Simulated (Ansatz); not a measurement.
## AsH₅SSeSi, SMILES [AsH2]S[SiH2][SeH]: a rigid scan of one bond length, step by step

Computed with Ansatz 0.2.0, Python API.

The cells in order, each with its output:

**Cell 1**
```python
import ansatz as az
import numpy as np
```

**Cell 2**
```python
BASIS = "def2-SVP"
FUNCTIONAL = "hf"
```

**Cell 3**
```python
GEOMETRY = """
As   -0.04500    1.84100   -1.42140
S     1.44170    0.97090   -0.03030
Si    0.37530   -0.89570    0.21090
Se   -1.23740   -0.62680    1.69780
H    -0.10810    0.63660   -2.39980
H    -1.32130    1.41420   -0.59990
H     1.37410   -1.88490    0.77630
H    -0.06330   -1.38170   -1.06620
H    -0.32760   -0.12000    2.81560
"""
```

**Cell 4**
```python
molecule = az.Crystal.molecule()
for line in GEOMETRY.strip().splitlines():
    symbol, *xyz = line.split()
    molecule = molecule.atom(symbol, [float(v) for v in xyz])

symbols = [site.symbol for site in molecule.cartesian_sites]
start = np.array([site.position_ang for site in molecule.cartesian_sites])
axis = (start[3] - start[2]) / np.linalg.norm(start[3] - start[2])
moving = [3, 8]
lengths, energies = [1.945, 2.033, 2.122, 2.21, 2.298, 2.387, 2.475, 2.608], []
for length in lengths:
    xyz = start.copy()
    xyz[moving] += (length - np.linalg.norm(start[3] - start[2])) * axis
    point = az.Crystal.molecule()
    for symbol, place in zip(symbols, xyz):
        point = point.atom(symbol, place.tolist())
    job = point.calculation()
    job = job.basis(gaussian=BASIS)
    job = job.functional(FUNCTIONAL)
    data = job.run().report
    energies.append(data["free_energy_ev"])
    print(f"r = {length:6.3f} A  E = {energies[-1]:.5f} eV  <S^2> = {abs(data['mean_field']['state']['spin_squared']):.3f}")
```
Output:
```text
r =  1.945 A  E = -144835.81701 eV  <S^2> = 0.000
r =  2.033 A  E = -144836.53463 eV  <S^2> = 0.000
r =  2.122 A  E = -144836.96422 eV  <S^2> = 0.000
r =  2.210 A  E = -144837.17663 eV  <S^2> = 0.000
r =  2.298 A  E = -144837.23693 eV  <S^2> = 0.000
r =  2.387 A  E = -144837.18754 eV  <S^2> = 0.000
r =  2.475 A  E = -144837.06198 eV  <S^2> = 0.000
r =  2.608 A  E = -144836.77874 eV  <S^2> = 0.000
```

**Cell 5**
```python
# quartic fit about the minimum
fit = np.polynomial.Polynomial.fit(lengths, np.array(energies) - min(energies), 4).convert()
roots = [r.real for r in fit.deriv().roots() if abs(r.imag) < 1e-9 and fit.deriv(2)(r.real) > 0]
r_e = min(roots, key=lambda r: abs(r - lengths[int(np.argmin(energies))]))
print(f"minimum of the fit at {r_e:.4f} A, force constant {fit.deriv(2)(r_e):.2f} eV/A^2")
```
Output:
```text
minimum of the fit at 2.2966 A, force constant 13.79 eV/A^2
```

Notes:
- Total energies depend on the basis set; only differences at equal settings carry meaning.
- The rest of the molecule is held rigid at a force-field or estimated start geometry, and the basis set is modest; single-reference methods fail as a bond breaks.
- Hartree-Fock leaves correlation out, so bond, atomisation and ionisation energies come out well too low.
- The orbitals are restricted, so S² is zero by construction.
- Run time: 22 s on 1 thread of Intel(R) Xeon(R) Platinum 8488C (Sapphire Rapids), on a shared host, peak memory 0.39 GiB.

(Lines on the test bed's own set-up are left out of the output.)
